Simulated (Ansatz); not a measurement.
NbRu3C under changes of volume

One of the cells (13.436 Å³/atom); the others are scaled copies at fixed shape and fractional positions:

```
Ru Nb C
1.0
     4.06514    0.00000    0.00000
     0.00000    4.06514    0.00000
     0.00000    0.00000    4.06514
Ru Nb C
3 1 1
Direct
  0.50000 0.50000 0.00000
  0.50000 0.00000 0.50000
  0.00000 0.50000 0.50000
  0.00000 0.00000 0.00000
  0.50000 0.50000 0.50000
```

The cell comes from a database or a generator and needn't be the stable form of this composition.

```yaml
Program: Ansatz 0.2.0
Functional: PBE
Potentials_or_basis: Ansatz PAW
Cutoff: "420 eV (not typed: the program's choice for these potentials)"
k_mesh: 7 × 7 × 7
Occupations: fermi-dirac, width 0.05 eV
Spin: no spin polarisation
```

```csv
volume (Å³/atom),energy over the lowest point (meV/atom),pressure (GPa)
12.629,?,?
12.898,8.93,8.6
13.167,0.00,2.3
13.436,1.12,-3.4
13.704,11.23,-8.4
13.973,29.36,-12.9
14.242,54.59,-17.0
```

Q: What does the run at 12.629 Å³/atom give?

A: Energy over the lowest point 29.08 meV/atom; pressure 15.7 GPa.

Worked out: A Birch-Murnaghan fit of order 3 (a polynomial in V^(-2/3)) to the other rows has its minimum at 13.27 Å³/atom with B0 = V·E''(V) = 284 GPa and B' = 4.8. It gives 29.25 meV/atom at 12.629 Å³/atom, against the run's 29.08, and -dE/dV = 15.8 GPa, against 15.7.

Energies are extrapolated to zero smearing.
